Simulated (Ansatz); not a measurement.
# GaH4NSi: small, medium and large basis sets

How large a basis does GaH4NSi need? Two functionals are run in growing sets.

The runs use Ansatz 0.2.0, Gaussian basis; one geometry, several basis sets.

The runs, in order: PBE0-D4/def2-SVP; ωB97M-V/def2-SVP; PBE0-D4/def2-QZVPP; ωB97M-V/def2-QZVPP; the functionals' def2-TZVPP values are taken from earlier runs.

## (1) The relaxed structure

An earlier PBE0-D4 in a triple-zeta def2 set relaxation fixed the geometry.

7 atoms, charge 0, spin multiplicity 1.

Atoms are counted from 1 here; the program's logs count them from 0.

Bond lengths: N1–Si2 1.719 Å, N1–Ga3 1.895 Å, N1–H4 1.013 Å, Si2–H5 1.491 Å, Si2–H6 1.491 Å, Si2–H7 1.493 Å. Angles: Si2–N1–Ga3 123.7°, Si2–N1–H4 117.0°, Ga3–N1–H4 119.3°, N1–Si2–H5 113.9°, N1–Si2–H6 113.9°, N1–Si2–H7 105.7°, H5–Si2–H6 107.0°, H5–Si2–H7 108.1°, H6–Si2–H7 108.1°.

## (2) PBE0-D4 in def2-SVP

File in.yaml:

```yaml
crystal:
  periodic: [false, false, false]
  atoms:
    - {symbol: N, position_ang: [-0.450030, -0.783567, -0.450423]}
    - {symbol: Si, position_ang: [0.183203, 0.653387, 0.247969]}
    - {symbol: Ga, position_ang: [0.409156, -2.469162, -0.347547]}
    - {symbol: H, position_ang: [-1.333115, -0.706106, -0.940731]}
    - {symbol: H, position_ang: [0.477925, 1.727519, -0.743489]}
    - {symbol: H, position_ang: [-0.694352, 1.254247, 1.293185]}
    - {symbol: H, position_ang: [1.468514, 0.255683, 0.895335]}
basis:
  gaussian: {orbitals: def2-SVP}
hamiltonian: {xc: pbe0, dispersion: d4}
output: {orbitals: {seedname: orbitals}}
```

Started as:

```bash
ansatz run in.yaml --threads 2 --pin off --events-out ev --progress --plain --max-ram 4352MiB
```

Further steps of the session: ωB97M-V in def2-SVP; PBE0-D4 in def2-QZVPP; ωB97M-V in def2-QZVPP.

Before running them: what should the planned runs give, taken together? Wanted: PBE0-D4: double and triple zeta above quadruple; ωB97M-V: double and triple zeta above quadruple.

As calculated:

| quantity | value |
| --- | --- |
| PBE0-D4: double and triple zeta above quadruple | 12.94, 1.55 eV |
| ωB97M-V: double and triple zeta above quadruple | 12.93, 1.49 eV |

In words: PBE0-D4 gains 11.39 eV from double to triple zeta, then 1.55 eV more. Total energies overstate the basis error of differences, where much of it tends to cancel.
